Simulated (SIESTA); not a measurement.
Runs of SIESTA 5.4.2 on Cd2S. It takes space group P3m1 (No. 156, trigonal). Conventional cell: a = 3.963 Å, b = 3.963 Å, c = 5.809 Å, α = 90.00°, β = 90.00°, γ = 120.00°. Cd (site symmetry 3m) is surrounded by 1 S at 2.52 Å. Cd (site symmetry 3m) is surrounded by 3 S at 2.60 Å. S (site symmetry 3m) has 4 Cd at 2.52 to 2.60 Å as nearest neighbours. The cell comes from a database or a generator and needn't be the stable form of this composition.

```tsv
potentials or basis	pressure (GPa)	largest force (eV/Å)
PseudoDojo 0.4 standard (PBEsol files), TZDP (energy shift 0.003 Ry; two zetas on semicore shells)	(b)	0.17
PseudoDojo 0.4 standard (PBEsol files), TZP (energy shift 0.003 Ry; two zetas on semicore shells)	-3.6	(a)
PseudoDojo 0.4 standard (PBEsol files), DZP (energy shift 0.003 Ry; two zetas on semicore shells)	-3.5	0.16
PseudoDojo 0.4 standard (PBEsol files), SZP (energy shift 0.003 Ry)	-3.5	0.11
```

Alike in all rows: task band structure; level PBEsol; no spin polarisation; cell as given; k mesh 8 × 8 × 5; smearing fermi-dirac 0.05 eV; grid cutoff 800 Ry; energy shift 0.003 Ry.

**Question.** Estimate the missing entries.

**Answer.** (a) 0.15; (b) -3.2.

Caveats: the basis of atomic orbitals isn't converged, which shifts pressures, moduli and gaps.
